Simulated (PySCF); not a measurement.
# CH7Sb: the cost of one run

The runs use PySCF 2.14.0; levels as typed in each script, gas phase, geometry from GFN2-xTB.

## 1. Starting geometry

SMILES `C.[SbH3]`, 9 atoms, charge 0, spin multiplicity 1.

Bond lengths: C1–H2 1.084 Å, C1–H3 1.082 Å, C1–H4 1.082 Å, C1–H5 1.082 Å, Sb6–H7 1.683 Å, Sb6–H8 1.684 Å, Sb6–H9 1.686 Å. Angles: H2–C1–H3 109.5°, H2–C1–H4 109.3°, H2–C1–H5 109.6°, H3–C1–H4 109.5°, H3–C1–H5 109.5°, H4–C1–H5 109.5°, H7–Sb6–H8 88.9°, H7–Sb6–H9 88.9°, H8–Sb6–H9 88.9°.

Coordinates:

```
C    -3.5973    0.0001   -0.0001
H    -2.6402    0.3971   -0.3179
H    -4.1301    0.7515    0.5680
H    -3.4340   -0.8723    0.6194
H    -4.1803   -0.2781   -0.8683
Sb    0.7209   -0.0035    0.0032
H    -0.3505   -0.0488    1.3005
H    -0.2915   -1.0610   -0.8288
H    -0.1568    1.2875   -0.6348
```

## 2. Binding of the two fragments (B3LYP/def2-svpd)

Input file input.py:

```python
import numpy as np
from pyscf import gto, scf, dft
from pyscf.scf import atom_ks, atom_hf
from scipy.linalg import block_diag
from pyscf.dispersion import dftd3

def solve(mol, dm0=None, hcore=None):
    mf = (dft.UKS if mol.spin else dft.RKS)(mol, xc='b3lyp')
    mf.grids.level = 3
    mf = mf.density_fit(auxbasis='def2-universal-jkfit')
    mf.conv_tol, mf.max_cycle = 1e-8, 80
    if hcore is not None:
        mf.get_hcore = lambda *args: hcore
    mf.kernel(dm0)
    if not mf.converged:
        mf = mf.newton().run(mf.mo_coeff, mf.mo_occ, max_cycle=30)
    assert mf.converged, 'SCF not converged'
    return mf

mol = gto.M(atom='''
C     -3.59728     0.00015    -0.00008
H     -2.64016     0.39709    -0.31785
H     -4.13010     0.75147     0.56799
H     -3.43402    -0.87226     0.61939
H     -4.18032    -0.27814    -0.86828
Sb     0.72092    -0.00346     0.00318
H     -0.35047    -0.04880     1.30048
H     -0.29146    -1.06101    -0.82884
H     -0.15680     1.28749    -0.63475
''', basis='def2-svpd', ecp={'Sb': 'def2-svpd'}, charge=0, spin=0, verbose=4)
mol_a = gto.M(atom='''
C     -3.59728     0.00015    -0.00008
H     -2.64016     0.39709    -0.31785
H     -4.13010     0.75147     0.56799
H     -3.43402    -0.87226     0.61939
H     -4.18032    -0.27814    -0.86828
ghost-Sb     0.72092    -0.00346     0.00318
ghost-H     -0.35047    -0.04880     1.30048
ghost-H     -0.29146    -1.06101    -0.82884
ghost-H     -0.15680     1.28749    -0.63475
''', basis='def2-svpd', charge=0, spin=0, verbose=4)
mol_b = gto.M(atom='''
ghost-C     -3.59728     0.00015    -0.00008
ghost-H     -2.64016     0.39709    -0.31785
ghost-H     -4.13010     0.75147     0.56799
ghost-H     -3.43402    -0.87226     0.61939
ghost-H     -4.18032    -0.27814    -0.86828
Sb     0.72092    -0.00346     0.00318
H     -0.35047    -0.04880     1.30048
H     -0.29146    -1.06101    -0.82884
H     -0.15680     1.28749    -0.63475
''', basis='def2-svpd', ecp={'Sb': 'def2-svpd'}, charge=0, spin=0, verbose=4)
ab, a, b = solve(mol), solve(mol_a), solve(mol_b)
e_int = ab.e_tot - a.e_tot - b.e_tot
print('counterpoise-corrected interaction energy / kcal/mol', e_int * 627.5095)
def disp(atoms, charge):
    m = gto.M(atom=atoms, charge=charge, basis='sto-3g', spin=None, unit='Bohr', verbose=0)
    return dftd3.DFTD3Dispersion(m, xc='b3lyp', version='d3bj').get_dispersion()['energy']
e_disp = disp(mol._atom, mol.charge) - disp(mol._atom[:5], mol_a.charge) - disp(mol._atom[5:], mol_b.charge)
print('D3(BJ) part / kcal/mol', e_disp * 627.5095)
# spherically averaged free atoms, for the promolecule
atom_ks.AtomSphAverageRKS.init_guess_by_vsap = lambda self, mol=None: self.init_guess_by_minao(mol)  # core potentials
atm = atom_ks.get_atm_nrks(mol, xc='b3lyp')
pro = block_diag(*[(atm[a[0]][2] * atm[a[0]][3]) @ atm[a[0]][2].T for a in mol._atom])
np.savez('result.npz', e_int=e_int, e_disp=e_disp, dm_a=a.make_rdm1(), dm_b=b.make_rdm1(), c=ab.mo_coeff, occ=ab.mo_occ, eps=ab.mo_energy, pro=pro, d=[f.dip_moment(verbose=0) for f in (ab, a, b)])
```

On the command line:

```sh
$ OMP_NUM_THREADS=1 python input.py
```

**Question.** How long does this run take on 1 thread of Intel Xeon at 2.50GHz (Skylake/Cascade Lake), shared host, and how much memory does it need?

About 47 s, with a peak of 0.51 GiB.
